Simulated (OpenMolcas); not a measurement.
# Rh²⁺ among point charges: CASSCF levels and susceptibility

How does a field of 6 point charges split the states of Rh²⁺, and what χT follows?

Program: OpenMolcas 26.06. Level of theory: state-averaged CASSCF, spin-orbit coupling by RASSI with atomic mean-field integrals. These are calculated values, not measurements, unless marked.

1 further run of the same task is left out (it didn't finish).

**1. The atom as given**

| Item | Value |
| --- | --- |
| Species | Rh²⁺ (rhodium, Z = 45, 43 electrons) |
| Basis | ANO-RCC-VTZP [7s6p4d2f1g], 68 functions |
| Scalar Hamiltonian | DKH2, point nucleus |
| Inactive shells | 1s 2s 2p 3s 3p 3d 4s 4p |
| Active space | 7 electrons in 5 orbitals (4d) |
| Some configurations of this space | 4d⁷ |
| Orbitals | optimised for each spin and parity, averaged over all roots |

Outer shells as boxes (Hund's rule):

4d7
```
4d [↑↓][↑↓][↑ ][↑ ][↑ ]
```

The ion sits among 6 point charges of -1.7 e arranged as a tetragonal octahedron (D4h), 2.08 Å from the ion, with the axial distance 2.018 Å. The active orbitals were held to one l.

The work runs as a chain of OpenMolcas steps in one folder; each step below is one input file. Labels, J, g values, rates, χT and fits are worked out afterwards by a script from the matrices that RASSI stores. The input lists half of the charges; inversion (Group=XYZ) makes the rest.

**2. Basis and integrals**

a.inp

```
&GATEWAY
Coord
1

Rh 0.0 0.0 0.0
Basis=ANO-RCC-VTZP
Group=XYZ
NoMove
AngMom=0.0 0.0 0.0
AMFI
XField
3 Angstrom 0
2.080000 0.000000 0.000000 -1.700000
0.000000 2.080000 0.000000 -1.700000
0.000000 0.000000 2.017600 -1.700000
&SEWARD
```

Command:

```sh
> OMP_NUM_THREADS=1 MOLCAS_MEM=1689 MOLCAS_PROJECT=a pymolcas a.inp > a.log
```

**3. Reference wave functions, quartets of even parity, 10 roots**

a.inp

```
&RASSCF
FileOrb=start.orb
Symmetry=1
Spin=4
nActEl=7 0 0
Inactive=9 9
Ras2=5 0
CIRoot=10 10 1
SDav=10
CIMx=300
Iter=120 100
PrWF=0.3
OrbListing=Nothing
MaxOrb=0
SupSym
1
20 4 5 6 7 8 10 11 12 13 14 18 19 20 21 22 23 24 25 26 27
0
>>> COPY $Project.JobIph JOB001
```

start.orb holds the contracted functions of the basis, ordered by shell, or the orbitals of the step before.

**4. CASSCF: doublets of even parity, 40 roots**

a.inp

```
&RASSCF
FileOrb=start.orb
Symmetry=1
Spin=2
nActEl=7 0 0
Inactive=9 9
Ras2=5 0
CIRoot=40 40 1
SDav=40
CIMx=300
Iter=120 100
PrWF=0.3
OrbListing=Nothing
MaxOrb=0
SupSym
1
20 4 5 6 7 8 10 11 12 13 14 18 19 20 21 22 23 24 25 26 27
0
>>> COPY $Project.JobIph JOB002
```

**5. RASSI: spin-orbit coupling between the states**

a.inp

```
&RASSI
NrOfJobIphs=2 10 40
1 2 3 4 5 6 7 8 9 10
1 2 3 4 5 6 7 8 9 10 11 12 13 14 15 16 17 18 19 20 21 22 23 24 25 26 27
28 29 30 31 32 33 34 35 36 37 38 39 40
IphNames
JOB001
JOB002
EJob
SpinOrbit
DIPRint=1.0
SOCoupling=1000.0
Subsets=2
Property=9
'ANGMOM' 1 'ANGMOM' 2 'ANGMOM' 3 'MLTPL  1' 1 'MLTPL  1' 2 'MLTPL  1' 3
'AMFI' 1 'AMFI' 2 'AMFI' 3
SOProperty=3
'ANGMOM' 1 'ANGMOM' 2 'ANGMOM' 3
```

**Question.** What will these runs give? Wanted: spin-free ground state; first state of the same spin within the active space; lowest level; next level.

**Answer**, as computed:

| quantity | value |
| --- | --- |
| method | CASSCF |
| spin-free ground state | 4E, 2-fold in its orbital part |
| first state of the same spin within the active space | 4A2 at 646 cm⁻¹ |
| lowest level | 2-fold E1/2, g = 3.30, 3.30, 6.97 |
| next level | 648.8 cm⁻¹ |
| χT at 300 K | 3.45 cm³ K/mol |
| effective moment at 300 K | 5.25 μB |

In words: The spin-free ground state (4E) comes to 96 % from free-ion F terms and keeps the highest spin of the shell. χT at 300 K is 3.45, against 1.88 cm³ K/mol for the spin alone, so orbital moment adds to it. An active space of the d shell alone favours high spin; real ions in strong fields can be low spin. The field of point charges can differ much from that of real complexes. With metal d orbitals alone active, the gaps between spin states are rough; where two lie within a few thousand cm-1, their order is open. Point charges carry no covalency, so the field is a model and not that of real ligands.
